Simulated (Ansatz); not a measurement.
# LaSi3Rh: the cost of one run

Program: Ansatz 0.2.0. Level of theory: DFT PBEsol, scalar-relativistic, plane waves, PAW. These are calculated values, not measurements.

1 further run of the same task is left out (set aside as unsound or not needed).

### Step 1. The structure to begin with

The structure is tetragonal, space group I4mm (No. 107). Conventional cell: a = 4.285 Å, b = 4.285 Å, c = 9.890 Å, α = 90.00°, β = 90.00°, γ = 90.00°. Around La (site symmetry 4mm) lie 12 Si at 3.15 to 3.37 Å and 5 Rh at 3.39 to 3.41 Å. Si (site symmetry 4mm) has 1 Rh at 2.40 Å and 4 Si at 2.60 Å and 4 La at 3.15 Å as nearest neighbours. Si (site symmetry 2mm) has 2 Rh at 2.39 Å and 2 Si at 2.60 Å and 4 La at 3.18 to 3.37 Å as nearest neighbours. Rh (site symmetry 4mm) is surrounded by 5 Si at 2.39 to 2.40 Å.

As a file:

```cif
data_structure
_symmetry_space_group_name_H-M 'I4mm'
_symmetry_Int_Tables_number 107
_cell_length_a 4.2845
_cell_length_b 4.2845
_cell_length_c 9.8896
_cell_angle_alpha 90.000
_cell_angle_beta 90.000
_cell_angle_gamma 90.000
_cell_volume 181.55
loop_
_atom_site_label
_atom_site_type_symbol
_atom_site_symmetry_multiplicity
_atom_site_Wyckoff_symbol
_atom_site_fract_x
_atom_site_fract_y
_atom_site_fract_z
_atom_site_occupancy
La1 La 2 a 0.50000 0.50000 0.49960 1
Si1 Si 2 a 0.00000 0.00000 0.41163 1
Si2 Si 4 b 0.50000 0.00000 0.26221 1
Rh1 Rh 2 a 0.50000 0.50000 0.15435 1
```

It goes back to an entry of the Materials Project.

This cell was relaxed beforehand with the same method: volume 18.15 Å³/atom, gap on the mesh none (metal).

### Step 2. The cell under PBEsol

The input, input.yaml:

```yaml
crystal:
  lattice:
    - [-2.1422578778, 2.1422578778, 4.9448240671]
    - [2.1422578778, -2.1422578778, 4.9448240671]
    - [2.1422578778, 2.1422578778, -4.9448240671]
  atoms:
    - { symbol: La, position: [0.9995988233, 0.9995988233, 0.0] }
    - { symbol: Si, position: [0.411630717, 0.411630717, 0.0] }
    - { symbol: Si, position: [0.2622085403, 0.7622085403, 0.5] }
    - { symbol: Si, position: [0.7622085403, 0.2622085403, 0.5] }
    - { symbol: Rh, position: [0.6543523692, 0.6543523692, 0.0] }
basis:
  ecutwfc: 420
kpoints:
  mp_grid: { grid: [12, 12, 12] }
hamiltonian:
  xc: pbesol
scf:
  occupations: { method: gaussian, width: 0.1 }
output:
  forces: true
  stress: true
  eigenvalues: true
relax:
  adjacent_minimum: "off"
  f_tol: 0.005
  max_steps: 50
  cell: { stress_tol: 0.05 }
```

The run is started by

```bash
$ ansatz run input.yaml --threads 2 --pin off --max-ram 5120MiB --backend cpu --events-out ev --progress --plain --runs-dir out
```

**Question.** How long does this run take on 2 threads of Intel Xeon 6975P-C (Granite Rapids), shared host, and how much memory does it need?

About 63 s, with a peak of 0.67 GiB.
